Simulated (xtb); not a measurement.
# GFN2-xTB (hydrogen mass 1 u, md dump 20 fs, md temperature 200 K, md time 0.2 ps) run of AlN2H4Br (SMILES [NH2][Al]([NH2])[Br])

Aim: molecular dynamics of AlN2H4Br. 

The results are computed with xtb 6.7.1.

4 further runs of the same task are left out: 2 that didn't finish, 2 set aside as unsound or not needed.

## (1) The structure to begin with

AlN2H4Br has 8 atoms, charge 0, and is taken as a singlet. As SMILES, `[NH2][Al]([NH2])[Br]`. Geometry: optimised at GFN2-xTB. The run starts from this shape.

Bond lengths: N1–Al2 1.772 Å, Al2–N3 1.772 Å, Al2–Br4 2.252 Å, N1–H5 1.012 Å, N1–H6 1.010 Å, N3–H7 1.010 Å, N3–H8 1.012 Å. Angles: N1–Al2–N3 126.4°, N1–Al2–Br4 116.8°, N3–Al2–Br4 116.8°, Al2–N1–H5 125.9°, Al2–N1–H6 125.4°, Al2–N3–H7 125.4°, Al2–N3–H8 125.9°, H5–N1–H6 108.7°, H7–N3–H8 108.7°.

## (2) A short trajectory at GFN2-xTB (hydrogen mass 1 u, md dump 20 fs, md temperature 200 K, md time 0.2 ps)

Contents of xtb.inp:

```
$md
   temp=200
   time=0.2
   step=0.5
   dump=20
   hmass=1
   shake=0
   nvt=false
$end
```

Contents of mol.xyz:

```xyz
8

N     -0.282205     1.581468    -0.122370
Al    -0.155978    -0.164817    -0.394212
N      0.563855    -1.352166     0.706417
Br    -0.993232    -0.953305    -2.330509
H     -0.695608     2.252461    -0.757909
H      0.048270     2.072013     0.696089
H      0.975763    -1.143651     1.604513
H      0.631334    -2.348902     0.542081
```

Launch:

```console
$ xtb mol.xyz -I xtb.inp --gfn 2 --md > mol.out
```

Q: Predict the results. Wanted: potential energy of the last frame.

Computed results:

At GFN2-xTB (hydrogen mass 1 u, md dump 20 fs, md temperature 200 K, md time 0.2 ps):

| quantity | value |
| --- | --- |
| potential energy of the last frame | -13.12576 Eh |
